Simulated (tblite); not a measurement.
# B14H18P14 ((5,4) BP nanotube piece): the cost of one run

Programs: tblite 0.8.0 and PySCF 2.14.0, with routines of our own; each step states its level. All values are computed. Atoms count from 0.

## 1. The starting structure

46 atoms, charge 0, multiplicity 1; geometry from: force field, distance geometry or constructed start.

## 2. Relaxing the molecule with GFN2-xTB

The job: settings as JSON, then the geometry in Å.

```
{"job": {"kind": "relax", "xc": "GFN2-xTB", "basis": "xTB"}, "charge": 0, "multiplicity": 1}
B      3.952500     0.254900     0.599200
P      3.430200     2.025800     0.474900
B      2.961400     2.692100    -1.184500
P      1.456000     3.764800    -1.310800
B      2.815100     2.844600     2.033300
P      1.260400     3.832700     1.908200
B      0.462300     4.024100     0.240300
P     -1.364500     3.835900     0.126000
B     -2.111100     3.482000    -1.543100
P     -3.434200     2.199200    -1.660200
B     -2.290000     3.372200     1.670500
P     -3.540100     2.021200     1.553500
B     -3.870800     1.269200    -0.108700
P     -4.007200    -0.566500    -0.235500
B     -3.801900    -1.357200    -1.899800
P     -2.774500    -2.888100    -2.012800
B     -3.721600    -1.551400     1.316300
P     -2.618800    -3.028300     1.195300
B     -1.935000    -3.482900    -0.468400
P     -0.152400    -3.952300    -0.587300
B      0.663600    -3.885900    -2.255700
P      2.350900    -3.151400    -2.376500
B      0.871200    -3.842900     0.964700
P      2.509300    -3.029200     0.837500
B      3.088800    -2.432500    -0.827300
P      3.862200    -0.769700    -0.944800
B      3.212800    -2.267800     2.386400
P      3.904600    -0.565300     2.269300
H      3.592700     2.446700    -2.137700
H      1.082000     4.351500    -2.513500
H      3.395300     2.741400     3.042000
H      0.700200     4.427400     3.048100
H     -1.756700     4.065200    -2.494900
H     -4.077800     1.934800    -2.870500
H     -2.080200     3.922600     2.682500
H     -4.221100     1.579100     2.687700
H     -4.307900    -0.905700    -2.854400
H     -2.628400    -3.571500    -3.234100
H     -4.222400    -1.256000     2.328500
H     -2.306100    -3.774500     2.334600
H      0.125800    -4.309300    -3.203700
H      3.057600    -3.140400    -3.585000
H      0.486400    -4.285900     1.967700
H      4.384600    -0.293600    -2.161500
H      3.208400    -2.853500     3.402800
H      4.386000     0.094600     3.401700
```

Run with:

```console
$ OMP_NUM_THREADS=2 python large_run.py task.json out
```

This one command runs all jobs of the session in turn.

**Question.** How long does this first job take on 2 threads of Arm Neoverse V1, shared host, and how much memory does it need?

About 10 s, with a peak of 0.15 GiB.
